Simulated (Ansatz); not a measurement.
# BiTe (Fm-3m) in Ansatz: notebook

Runs on BiTe. Level: PBEsol. Tasks: single point, equation of state.

Everything below comes from runs of Ansatz 0.2.0. Logs are shortened: lines on timing, memory, paths and dates and some standing lists are left out, and cuts for length are marked.

## 1. Starting point

Symmetry: Fm-3m, No. 225, cubic system. The conventional cell has a = 6.470 Å, b = 6.470 Å, c = 6.470 Å, α = 90.00°, β = 90.00°, γ = 90.00°. Bi (site symmetry m-3m) has 6 Te at 3.23 Å as nearest neighbours. Te (site symmetry m-3m) is surrounded by 6 Bi at 3.23 Å.

## 2. Single point, PBEsol, spin-orbit coupling, no magnetisation, 31.82 Å³/atom (volume scaled by 0.94)

Contents of input.yaml:

```yaml
crystal:
  lattice:
    - [0.0, 3.1689610617, 3.1689610617]
    - [3.1689610617, 0.0, 3.1689610617]
    - [3.1689610617, 3.1689610617, 0.0]
  atoms:
    - { symbol: Bi, position: [0.0, 0.0, 0.0] }
    - { symbol: Te, position: [0.5, 0.5, 0.5] }
kpoints:
  mp_grid: { grid: [5, 5, 5] }
scf:
  occupations: { method: gaussian, width: 0.01 }
hamiltonian:
  xc: pbesol
  pseudopotentials: { kind: all_electron, lapw: { basis_error: 0.001 } }
magnetization:
  noncollinear: true
  spin_orbit: true
output:
  forces: true
  stress: true
  eigenvalues: true
```

Potentials or basis: all-electron LAPW, relativistic spinors.

Launch:

```bash
> ansatz run input.yaml --threads 1 --pin off --max-ram 3072MiB --backend cpu --events-out ev --progress --plain --runs-dir out
```

Log:

```text
Warning: RAYON_NUM_THREADS=1 ignored (pool sized by the plan → 1); use --threads N
LAPW: plane waves up to 7.008 Å⁻¹, error target 1.0e-3 eV per atom; Dirac's equation on spinors; Te in spheres of 1.554 Å, 24 of its electrons in bands; Bi in spheres of 1.615 Å, 37 of its electrons in bands (how accurate: hamiltonian.pseudopotentials.lapw.basis_error, Limitations)
Engine: ansatz 0.2.0, aarch64-unknown-linux-gnu
Pseudopotentials: kind: all_electron
Pseudopotential: Bi, LAPW, valence charge 37, lapw/all_electron/dirac/gaussian/Bi, Dirac's equation, gaussian nucleus
Pseudopotential: Te, LAPW, valence charge 24, lapw/all_electron/dirac/gaussian/Te, Dirac's equation, gaussian nucleus
Functional definition: PBEsol
  exchange = pbesol_x
  correlation = pbesol_c
non-collinear run that drives no moment, with spin-orbit: no starting moment large enough to seed its density (crystal.atoms[].spin), no starting occupations that ask for one, no magnetisation constraint and no magnetic field, so the semilocal B_xc is pinned to zero
Crystal: 2 atoms, lattice volume = 63.647 Å³
Basis set: ecut = 187.12784202009152 eV, 339 PW (Γ), exchange–correlation at level 2
Bands: 74, of which v1, the nominal top of the filled ones, is band 61 counted from 1 (60 counted from 0)
Symmetry: 48 space group operations + 48 with time reversal
Magnetic group: BNS 225.117 (UNI 1619), of the structure as read, at distance tolerance 4.0e-5 Å
k-points: 10 of 125
Non-local potential: Bi, projectors of the file, none
Non-local potential: Te, projectors of the file, none
Initial density: superposition of atomic densities (chi_scale 0.1, normalization cell, long waves kept (reshape's long-wave potential 0.00 eV rms))
Initial wavefunctions: plane waves of lowest kinetic energy (no species holds an atomic orbital)
Functional: x = pbesol(κ = 0.804, μ = 0.12345679012345678), c = pbesol(β = 0.046)
iter 1 solved again at ethr=1.68e-4 eV; its pass at ethr=1.00e-1 eV (dr2=1.02e-1 eV) is discarded
SCF iter   1: F=—  HF=-771801.270239 eV  |F-HF|=—  |Δ(HF+E_count)|=         —  Δρ=9.29e-3  dr2=1.02e-1  dr2_m=0.00e0 (ungated)  ethr=1.68e-4  |M|=0.00e0 ∫|m|=0.00e0 μB  β_m=0.30  ⟨swp⟩=3.0  Hψ=4653  notcnv=0
preconditioner: auto → none  [insulator: Δε(μ)=0.035 eV  Ē_g=11.224 eV  σ=0.010 eV  W_gap=0.71  n_scr=14 (ndim 8)  ℏωp=15.4 eV  f_vac=0.082  D(μ)=9.94/eV (n_scr^D=168)  ε∞_Penn≈2.9]
SCF iter   2: F=—  HF=-771801.250554 eV  |F-HF|=—  |Δ(HF+E_count)|=   1.97e-2  Δρ=4.95e-3  dr2=1.97e-2  dr2_m=0.00e0 (ungated)  ethr=1.68e-4  |M|=0.00e0 ∫|m|=0.00e0 μB  β_m=0.39  ⟨swp⟩=2.0  Hψ=2290  notcnv=0
SCF iter   3: F=—  HF=-771801.249308 eV  |F-HF|=—  |Δ(HF+E_count)|=   1.25e-3  Δρ=2.18e-3  dr2=3.11e-3  dr2_m=0.00e0 (ungated)  ethr=3.23e-5  |M|=0.00e0 ∫|m|=0.00e0 μB  β_m=0.52  ⟨swp⟩=2.0  Hψ=2224  notcnv=0
iter 4 solved again at ethr=3.15e-8 eV; its pass at ethr=5.10e-6 eV (dr2=1.92e-5 eV) is discarded
SCF iter   4: F=—  HF=-771801.249511 eV  |F-HF|=—  |Δ(HF+E_count)|=   2.03e-4  Δρ=2.07e-4  dr2=1.92e-5  dr2_m=0.00e0 (ungated)  ethr=3.15e-8  |M|=0.00e0 ∫|m|=0.00e0 μB  β_m=0.55  ⟨swp⟩=2.0  Hψ=3730  notcnv=0
SCF iter   5: F=—  HF=-771801.249519 eV  |F-HF|=—  |Δ(HF+E_count)|=   7.31e-6  Δρ=2.24e-5  dr2=2.17e-7  dr2_m=0.00e0 (ungated)  ethr=3.15e-8  |M|=0.00e0 ∫|m|=0.00e0 μB  β_m=0.69  ⟨swp⟩=2.1  Hψ=2166  notcnv=0
SCF iter   6: F=-771801.249519 eV  HF=-771801.249519 eV  |F-HF|=3.74e-8  |Δ(HF+E_count)|=   3.19e-7  Δρ=3.36e-6  dr2=7.49e-9  dr2_m=0.00e0 (ungated)  ethr=3.56e-10  |M|=0.00e0 ∫|m|=0.00e0 μB  ⟨swp⟩=3.0  Hψ=2255  notcnv=0
SCF 1 converged in 6 iterations: F = -771801.249519 eV  dr2 = 7.49e-9
SCF converged after 6 iterations
Magnetization: |M| = 0.0000 μB,  M = (+0.0000, +0.0000, +0.0000) μB
Absolute magnetization: 0.0000 μB (∫|m|)
  site 0: m = (+0.0000, +0.0000, +0.0000) μB, |m| = 0.0000 μB  (R = 1.62 Å)
  site 1: m = (+0.0000, +0.0000, +0.0000) μB, |m| = 0.0000 μB  (R = 1.55 Å)
Free energy (F): -771801.249519 eV
Harris-Foulkes:  -771801.249519 eV  (|F-HF|=3.74e-8)
Internal energy: -771801.249183 eV  (E = F + TS)
E sigma→0 (E₀):  -771801.249351 eV
Entropy (-TS):   -0.000336 eV (-0.168 meV/atom)
Fermi energy:    13.628825 eV
--- Per-component energies (eV) ---
  E_band       = -3743.127294
  E_kinetic    = 880966.163837
  E_xc         = -15406.209133
  E_electrostatic = -1637361.203887  (all electrons and nuclei)
  E_smearing   = -0.000336  (= −TS)
  E_closure    = 0.000000  (closes the sum)
  E_atoms      = -771793.002221  (free atoms, spherical and without spin; not in F)
  Σ components = -771801.249519   (vs F -771801.249519, Δ=0.00e0)
  Basis errors (estimates in eV, not in F): energy 3.5e-4 per atom: plane waves 3.4e-4 (1.8e-4 summed), levels above the bands 0.0e0, relativity 8.0e-8, radial functions 9.3e-6, core shells 7.2e-9; eigenvalues (radial functions only) 2.7e-6; not estimated: angular momenta, meshes, grids; target (lapw.basis_error) 1.0e-3; muffin-tin radii Te 1.554 Å, Bi 1.615 Å
--- Forces (eV/Å), atoms counted from 1 ---
  atom   1  Bi    -0.00000000    -0.00000000     0.00000000
  atom   2  Te     0.00000000     0.00000000     0.00000000
  max |Σ_I F_I| component: 4.85e-25 eV/Å
--- Stress (GPa, compression-positive) ---
        3.429236       0.000000      -0.000000
        0.000000       3.429236      -0.000000
       -0.000000      -0.000000       3.429236
  P = ⅓ Tr σ = 3.4292 GPa (34.292 kbar)
--- Band table (eV; the first three rows and the last of 10) ---
  k-point 0: bands = ["-145.8500", "-145.8500", "-139.2187", "-139.2187", "-137.2100", "-137.2100", "-137.2084", "-137.2084", "-137.2084", "-137.2084", "-131.7192", "-131.7192", "-131.7176", "-131.7176", "-131.7176", "-131.7176", "-131.7167", "-131.7167", "-102.7666", "-102.7666", "-95.9663", "-95.9663", "-93.0287", "-93.0287", "-93.0287", "-93.0287", "-71.2468", "-71.2468", "-71.2468", "-71.2468", "-24.3217", "-24.3217", "-24.3217", "-24.3217", "-22.8559", "-22.8559", "-22.8559", "-22.8559", "-22.8523", "-22.8523", "-10.9270", "-10.9270", "-10.9270", "-10.9270", "-7.9405", "-7.9405", "-7.9405", "-7.9405", "-7.9334", "-7.9334", "-0.1873", "-0.1873", "5.9419", "5.9419", "10.0571", "10.0571", "11.4406", "11.4406", "11.4406", "11.4406", "14.4198", "14.4198", "16.6881", "16.6881", "16.6881", "16.6881", "18.2538", "18.2538", "18.2538", "18.2538", "18.3860", "18.3860", "19.9610", "19.9610"]
  k-point 1: bands = ["-145.8500", "-145.8500", "-139.2187", "-139.2187", "-137.2100", "-137.2100", "-137.2084", "-137.2084", "-137.2084", "-137.2084", "-131.7192", "-131.7192", "-131.7176", "-131.7176", "-131.7176", "-131.7176", "-131.7167", "-131.7167", "-102.7666", "-102.7666", "-95.9663", "-95.9663", "-93.0287", "-93.0287", "-93.0287", "-93.0287", "-71.2468", "-71.2468", "-71.2468", "-71.2468", "-24.3217", "-24.3217", "-24.3216", "-24.3216", "-22.8559", "-22.8559", "-22.8557", "-22.8557", "-22.8521", "-22.8521", "-10.9275", "-10.9275", "-10.9261", "-10.9261", "-7.9432", "-7.9432", "-7.9391", "-7.9391", "-7.9310", "-7.9310", "0.1979", "0.1979", "4.9464", "4.9464", "10.3445", "10.3445", "11.5389", "11.5389", "11.7122", "11.7122", "13.4835", "13.4835", "15.1809", "15.1809", "15.3619", "15.3619", "18.1804", "18.1804", "19.0205", "19.0205", "19.0650", "19.0650", "21.9060", "21.9060"]
  k-point 2: bands = ["-145.8500", "-145.8500", "-139.2187", "-139.2187", "-137.2100", "-137.2100", "-137.2084", "-137.2084", "-137.2084", "-137.2084", "-131.7192", "-131.7192", "-131.7176", "-131.7176", "-131.7176", "-131.7176", "-131.7167", "-131.7167", "-102.7666", "-102.7666", "-95.9663", "-95.9663", "-93.0287", "-93.0287", "-93.0287", "-93.0287", "-71.2468", "-71.2468", "-71.2468", "-71.2468", "-24.3216", "-24.3216", "-24.3212", "-24.3212", "-22.8558", "-22.8558", "-22.8552", "-22.8552", "-22.8518", "-22.8518", "-10.9283", "-10.9283", "-10.9245", "-10.9245", "-7.9477", "-7.9477", "-7.9369", "-7.9369", "-7.9270", "-7.9270", "1.3048", "1.3048", "3.0749", "3.0749", "10.9675", "10.9675", "11.8625", "11.8625", "12.0006", "12.0006", "12.2205", "12.2205", "13.6109", "13.6109", "13.8539", "13.8539", "19.8588", "19.8588", "21.0173", "21.0173", "21.0796", "21.0796", "22.8247", "22.8247"]
  k-point 9: bands = ["-145.8500", "-145.8500", "-139.2187", "-139.2187", "-137.2100", "-137.2100", "-137.2084", "-137.2084", "-137.2084", "-137.2084", "-131.7192", "-131.7192", "-131.7176", "-131.7176", "-131.7176", "-131.7176", "-131.7167", "-131.7167", "-102.7666", "-102.7666", "-95.9663", "-95.9663", "-93.0287", "-93.0287", "-93.0287", "-93.0287", "-71.2468", "-71.2468", "-71.2468", "-71.2468", "-24.3214", "-24.3214", "-24.3213", "-24.3213", "-22.8557", "-22.8557", "-22.8554", "-22.8554", "-22.8516", "-22.8516", "-10.9267", "-10.9267", "-10.9250", "-10.9250", "-7.9478", "-7.9478", "-7.9391", "-7.9391", "-7.9240", "-7.9240", "1.9679", "1.9679", "3.0750", "3.0750", "8.5138", "8.5138", "8.7813", "8.7813", "11.6590", "11.6590", "13.6458", "13.6458", "17.1014", "17.1014", "17.2901", "17.2901", "18.3006", "18.3006", "20.1020", "20.1020", "22.7653", "22.7653", "22.8594", "22.8594"]
```

Wall time 32 s (1 thread of Arm Neoverse V1, shared host); peak memory 0.38 GiB.

Results:

```
Free energy            : -771801.2495 eV
Pressure               : 3.4 GPa
Band gap on the k mesh : none (metal or under the smearing width)
```

Caveat: the k mesh is thin for a metal, which can move the energy by tens of meV per atom.

## 3. Single point, PBEsol, spin-orbit coupling, no magnetisation, 32.50 Å³/atom (volume scaled by 0.96)

Edit input.yaml of step 2 so:

```diff
@@ -2,5 +2,5 @@
   lattice:
-    - [0.0, 3.1689610617, 3.1689610617]
-    - [3.1689610617, 0.0, 3.1689610617]
-    - [3.1689610617, 3.1689610617, 0.0]
+    - [0.0, 3.1912784242, 3.1912784242]
+    - [3.1912784242, 0.0, 3.1912784242]
+    - [3.1912784242, 3.1912784242, 0.0]
   atoms:
```

Potentials or basis: all-electron LAPW, relativistic spinors.

Launch:

```bash
> ansatz run input.yaml --threads 1 --pin off --max-ram 3072MiB --backend cpu --events-out ev --progress --plain --runs-dir out
```

Run time: 31 s. Hardware: 1 thread of Arm Neoverse V1, shared host; peak memory 0.39 GiB.

Results (log left out):

| Quantity | Value |
| --- | --- |
| Free energy | -771801.2741 eV |
| Pressure | 2.4 GPa |
| Band gap on the k mesh | none (metal or under the smearing width) |

Caveat: the k mesh is thin for a metal, which can move the energy by tens of meV per atom.

## 4. Single point, PBEsol, spin-orbit coupling, no magnetisation, 33.18 Å³/atom (volume scaled by 0.98)

Edit input.yaml of step 3 so:

```diff
@@ -2,5 +2,5 @@
   lattice:
-    - [0.0, 3.1912784242, 3.1912784242]
-    - [3.1912784242, 0.0, 3.1912784242]
-    - [3.1912784242, 3.1912784242, 0.0]
+    - [0.0, 3.2132879364, 3.2132879364]
+    - [3.2132879364, 0.0, 3.2132879364]
+    - [3.2132879364, 3.2132879364, 0.0]
   atoms:
```

Launch:

```bash
> ansatz run input.yaml --threads 1 --pin off --max-ram 3072MiB --backend cpu --events-out ev --progress --plain --runs-dir out
```

Wall time 34 s (1 thread of Arm Neoverse V1, shared host); peak memory 0.38 GiB.

It converged, with:

- Free energy: -771801.2903 eV
- Pressure: 1.4 GPa
- Band gap on the k mesh: none (metal or under the smearing width)

Caveat: the k mesh is thin for a metal, which can move the energy by tens of meV per atom.

## 5. Single point, PBEsol, spin-orbit coupling, no magnetisation, 33.86 Å³/atom

Edit input.yaml of step 4 so:

```diff
@@ -2,5 +2,5 @@
   lattice:
-    - [0.0, 3.2132879364, 3.2132879364]
-    - [3.2132879364, 0.0, 3.2132879364]
-    - [3.2132879364, 3.2132879364, 0.0]
+    - [0.0, 3.235, 3.235]
+    - [3.235, 0.0, 3.235]
+    - [3.235, 3.235, 0.0]
   atoms:
```

Launch:

```bash
> ansatz run input.yaml --threads 1 --pin off --max-ram 3072MiB --backend cpu --events-out ev --progress --plain --runs-dir out
```

Run time: 34 s. Hardware: 1 thread of Arm Neoverse V1, shared host; peak memory 0.38 GiB.

The run converged. Its results:

| Property | Result |
| --- | --- |
| Free energy | -771801.2981 eV |
| Pressure | 0.4 GPa |
| Band gap on the k mesh | none (metal or under the smearing width) |

Caveat: the k mesh is thin for a metal, which can move the energy by tens of meV per atom.

## 6. Single point, PBEsol, spin-orbit coupling, no magnetisation, 34.53 Å³/atom (volume scaled by 1.02)

Edit input.yaml of step 5 so:

```diff
@@ -2,5 +2,5 @@
   lattice:
-    - [0.0, 3.235, 3.235]
-    - [3.235, 0.0, 3.235]
-    - [3.235, 3.235, 0.0]
+    - [0.0, 3.2564244654, 3.2564244654]
+    - [3.2564244654, 0.0, 3.2564244654]
+    - [3.2564244654, 3.2564244654, 0.0]
   atoms:
```

Potentials or basis: all-electron LAPW, relativistic spinors.

Launch:

```bash
> ansatz run input.yaml --threads 1 --pin off --max-ram 3072MiB --backend cpu --events-out ev --progress --plain --runs-dir out
```

Wall time 34 s (1 thread of Arm Neoverse V1, shared host); peak memory 0.38 GiB.

The run converged. Its results:

```
Free energy            : -771801.2977 eV
Pressure               : -0.5 GPa
Band gap on the k mesh : none (metal or under the smearing width)
```

Caveat: the k mesh is thin for a metal, which can move the energy by tens of meV per atom.

## 7. Single point, PBEsol, spin-orbit coupling, no magnetisation, 35.21 Å³/atom (volume scaled by 1.04)

Edit input.yaml of step 6 so:

```diff
@@ -2,5 +2,5 @@
   lattice:
-    - [0.0, 3.2564244654, 3.2564244654]
-    - [3.2564244654, 0.0, 3.2564244654]
-    - [3.2564244654, 3.2564244654, 0.0]
+    - [0.0, 3.2775706714, 3.2775706714]
+    - [3.2775706714, 0.0, 3.2775706714]
+    - [3.2775706714, 3.2775706714, 0.0]
   atoms:
```

Launch:

```bash
> ansatz run input.yaml --threads 1 --pin off --max-ram 3072MiB --backend cpu --events-out ev --progress --plain --runs-dir out
```

It took 34 s on 1 thread of Arm Neoverse V1, shared host; peak memory 0.38 GiB.

The run converged. Its results:

| Item | Value |
| --- | --- |
| Free energy | -771801.2900 eV |
| Pressure | -1.3 GPa |
| Band gap on the k mesh | none (metal or under the smearing width) |

Caveat: the k mesh is thin for a metal, which can move the energy by tens of meV per atom.

## 8. Single point, PBEsol, spin-orbit coupling, no magnetisation, 35.89 Å³/atom (volume scaled by 1.06)

Edit input.yaml of step 7 so:

```diff
@@ -2,5 +2,5 @@
   lattice:
-    - [0.0, 3.2775706714, 3.2775706714]
-    - [3.2775706714, 0.0, 3.2775706714]
-    - [3.2775706714, 3.2775706714, 0.0]
+    - [0.0, 3.2984474805, 3.2984474805]
+    - [3.2984474805, 0.0, 3.2984474805]
+    - [3.2984474805, 3.2984474805, 0.0]
   atoms:
```

Launch:

```bash
> ansatz run input.yaml --threads 1 --pin off --max-ram 3072MiB --backend cpu --events-out ev --progress --plain --runs-dir out
```

Run time: 34 s. Hardware: 1 thread of Arm Neoverse V1, shared host; peak memory 0.38 GiB.

It converged, with:

```
Free energy            : -771801.2759 eV
Pressure               : -2.0 GPa
Band gap on the k mesh : none (metal or under the smearing width)
```

Caveat: the k mesh is thin for a metal, which can move the energy by tens of meV per atom.

## 9. Equation of state, PBEsol, spin-orbit coupling, no magnetisation

Potentials or basis: all-electron LAPW, relativistic spinors.

No new run: the results of the series are fitted here.

What came out:

```yaml
Equilibrium_volume: "34.17 Å³/atom (rough: see the caveat)"
Bulk_modulus: 45 GPa (rough)
```

Energy against volume, from the lowest point:
| volume (Å³/atom) | energy (meV/atom) |
| --- | --- |
| 31.824 | 24.28 |
| 32.501 | 11.99 |
| 33.178 | 3.87 |
| 33.855 | 0.00 |
| 34.532 | 0.19 |
| 35.209 | 4.04 |
| 35.886 | 11.12 |

Caveat: the fit is doubtful: noisy points or a state that changes with volume.
